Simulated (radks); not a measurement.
# Zr²⁺ in [Kr] 4d2: an all-electron calculation

One table from this session's results is given with a row withheld; the runs are named, their logs left out.

The numbers are computed with radks (a radial shooting solver on a logarithmic mesh, Libxc functionals) version 1 (non-relativistic Kohn-Sham, LDA (Slater exchange, Perdew-Wang correlation), spin-polarised, spherical densities, point nucleus; open shells are filled with parallel spins first), except any that are marked as measured or tabulated.

### What is computed

| Item | Value |
| --- | --- |
| element | zirconium (Z = 40) |
| charge | +2 |
| electrons | 38 |
| configuration | [Kr] 4d2 |

Outer shells as boxes (Hund's rule):

Zr²⁺
```
[Kr] core
4d [↑ ][↑ ][  ][  ][  ]
```

The first run:

The run's settings:

```text
Z 40
configuration [Kr] 4d2
relativity non-relativistic
functional lda,pw
spin polarised
nucleus point
```

One of the session's tables, all rows but one given; the rest of the session is left out.

It belongs to the step «Shells». From the orbitals of this run (lengths in bohr):

```
  level      <r>  outermost maximum (interpolated)  90 % within  nodes
1s down  0.03819                            0.0252       0.0679      0
  1s up  0.03819                            0.0252       0.0679      0
  2s up   0.1676                             0.142        0.258      1
2s down   0.1676                             0.142        0.258      1
  2p up   0.1438                             0.111        0.234      0
2p down   0.1438                             0.111        0.234      0
  3s up   0.4711                             0.419        0.697      2
3s down        ?                                 ?            ?      ?
  3p up   0.4678                             0.407        0.708      1
3p down   0.4677                             0.407        0.708      1
  3d up   0.4518                             0.346        0.726      0
3d down   0.4516                             0.347        0.726      0
  4s up    1.240                              1.10         1.81      3
4s down    1.235                              1.10         1.80      3
  4p up    1.375                              1.19         2.04      2
4p down    1.369                              1.18         2.04      2
  4d up    1.976                              1.56         3.10      1
4d down    1.990                              1.55         3.14      1
```

Q: Estimate the row for 3s down from the others.

The run gave: <r>: 0.4710; outermost maximum (interpolated): 0.419; 90 % within: 0.697; nodes: 2. In the column «<r>» it lies between 3p up (0.4678) and 3s up (0.4711).

To keep in mind: Relativity is left out here, which matters for elements this heavy. Open shells are spherical and high-spin; term and fine-structure splittings are not resolved.
